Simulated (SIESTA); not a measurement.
A calculation with SIESTA 5.4.2 of OsI (native input, structure typed inline):

The input OsI.fdf:

```
SystemName                      OsI
SystemLabel                     OsI
NumberOfSpecies                 2
NumberOfAtoms                   2
%block ChemicalSpeciesLabel
  1  76 Os
  2  53 I
%endblock ChemicalSpeciesLabel

LatticeConstant                 3.8404660000 Ang
%block LatticeParameters
  1.0000000000 1.0000000000 1.0000000000 90.0000000000 90.0000000000 90.0000000000
%endblock LatticeParameters
AtomicCoordinatesFormat         Fractional
%block AtomicCoordinatesAndAtomicSpecies
     0.5000000000     0.5000000000     0.5000000000  1  Os
     0.0000000000     0.0000000000     0.0000000000  2  I
%endblock AtomicCoordinatesAndAtomicSpecies

%block kgrid.MonkhorstPack
    7   0   0  0.0
    0   7   0  0.0
    0   0   7  0.0
%endblock kgrid.MonkhorstPack
XC.Functional                   LDA
XC.Authors                      PW92
PAO.BasisSize                   TZDP
PAO.EnergyShift                 0.01 Ry
Mesh.Cutoff                     800 Ry
OccupationFunction              FD
ElectronicTemperature           0.05 eV
MaxSCFIterations                120
SCF.MustConverge                false
SCF.Mixer.Method                Pulay
SCF.Mixer.Weight                0.25
SCF.Mixer.History               8
SCF.DM.Tolerance                5.0e-05
SCF.H.Tolerance                 1.0e-03 eV
WriteForces                     true
Charge.Mulliken                 end
%block PAO.PolarizationScheme
  Os non-perturbative
  I non-perturbative
%endblock PAO.PolarizationScheme
```

Potentials or basis: PseudoDojo 0.5 standard (PBE files), TZDP (energy shift 0.01 Ry).

Launch:

```sh
$ siesta OsI.fdf > OsI.out 2>&1
```

The cell was built by a generator and needn't be a form met in nature.

Question: Write the same calculation in another form: ASE script, structure typed inline.

Answer: As run:

The input run.py:

```python
from ase import Atoms
from ase.calculators.siesta import Siesta
from ase.units import Ry, GPa

atoms = Atoms(
    ['Os', 'I'],
    cell=[
        [3.840466, 0.0, 0.0],
        [0.0, 3.840466, 0.0],
        [0.0, 0.0, 3.840466],
    ],
    scaled_positions=[
        [0.5, 0.5, 0.5],
        [0.0, 0.0, 0.0],
    ],
    pbc=True,
)

fdf = {
    'SCFMustConverge': False,
    'OccupationFunction': 'FD',
    'ElectronicTemperature': '0.05 eV',
    'MaxSCFIterations': '120',
    'SCF.Mixer.Method': 'Pulay',
    'SCF.Mixer.Weight': '0.25',
    'SCF.Mixer.History': '8',
    'SCF.DM.Tolerance': '5.0e-05',
    'SCF.H.Tolerance': '1.0e-03 eV',
    'WriteForces': 'true',
    'Charge.Mulliken': 'end',
    'PAO.PolarizationScheme': ['Os.1 non-perturbative', 'I.2 non-perturbative'],
}
calc = Siesta(
    label="OsI",
    command="siesta < PREFIX.fdf > PREFIX.out",
    pseudo_path="pseudos",
    pseudo_qualifier="",
    xc=('LDA', 'PW92'),
    basis_set="TZDP",
    mesh_cutoff=800 * Ry,
    energy_shift=0.01 * Ry,
    kpts=[7, 7, 7],
    spin="non-polarized",
    fdf_arguments=fdf,
)
atoms.calc = calc

print(f"energy = {atoms.get_potential_energy():.6f} eV")
free = atoms.get_potential_energy(force_consistent=True)
print(f"free energy = {free:.6f} eV")
print("forces (eV/A):")
print(atoms.get_forces(apply_constraint=False).round(6))
print("stress (GPa, Voigt order, tension positive):", (atoms.get_stress() / GPa).round(4))
```

Potentials or basis: PseudoDojo 0.5 standard (PBE files), TZDP (energy shift 0.01 Ry).

Launch:

```bash
$ python run.py
```

Both were run:

|  | native input, structure typed inline | ASE script, structure typed inline |
| --- | --- | --- |
| Pressure | -26.0 GPa | -26.0 GPa |
| Band gap on the k mesh | none (metal or under the smearing width) | none (metal or under the smearing width) |

Keys that steer only the numerical path or the files written may differ.

Caveat: semicore shells carry a single zeta, which can move pressures by several GPa and volumes by a few percent; the potentials were made for another functional, which shifts forces and pressure; so large a pressure means that the cell lies far from this level's equilibrium, or that cutoff or potentials fall short; the basis of atomic orbitals isn't converged, which shifts pressures, moduli and gaps; an odd number of electrons without spin polarisation forces a metal; a magnetic or distorted state may lie lower.
